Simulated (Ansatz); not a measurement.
Crystal: NiMoIrPdW.

```xyz
5
Lattice="4.1467 0.0000 0.0000 -2.0734 3.5911 0.0000 0.0000 0.0000 5.4163" Properties=species:S:1:pos:R:3 pbc="T T T"
Ni    0.0000    0.0000    0.1203
Mo    2.0734    1.1970    2.4913
Pd    0.0000    2.3941    4.0406
Ir    0.0000    2.3941    1.3888
W     2.0734    1.1970    5.4155
```

The cell was built by a generator and needn't be a form met in nature.

Program: Ansatz 0.2.0. Alike in all runs: potentials or basis Ansatz PAW; cell as given; smearing fermi-dirac 0.05 eV.

Question: Order these runs on this cell by their pressure, lowest first.
A. level PBE+U; spin collinear, ferromagnetic start; U Ir d U = 6 eV, Mo d U = 6 eV, Ni d U = 6 eV, Pd d U = 6 eV, W d U = 6 eV; k mesh 7 × 7 × 5; cutoff (eV) 420; hubbard projectors ortho-atomic (the default); double counting fll (the default)
B. level revPBE; spin collinear, ferromagnetic start; k mesh 7 × 7 × 5; cutoff (eV) 420; points for each segment of the path 14
C. level r2SCAN; spin non-collinear, ferromagnetic start, SOC; k mesh 5 × 5 × 4; cutoff (eV) 500; points for each segment of the path 14
D. level PBE; spin collinear, ferromagnetic start; k mesh 7 × 7 × 5; cutoff (eV) 420
E. level LDA; spin collinear, ferromagnetic start; k mesh 7 × 7 × 5; cutoff (eV) 420; points for each segment of the path 14

Answer: E (-12.8 GPa), C (-4.9 GPa), D (0.0 GPa), B (2.6 GPa), A (31.3 GPa).

Caveats: the PAW data sets come from PBE, with cores solved anew for the run's functional, which leaves a small shift of forces and pressure (some runs); the magnetic or orbital state may not be the lowest (some runs); the potentials were made for another functional, which shifts forces and pressure (some runs); a pressure of tens of GPa on the cell as given is suspect, and the run, the potentials or the cell itself is likely at fault (some runs); the U is typed as a test and isn't derived for this compound (some runs).

Not every run made on this cell is shown here.
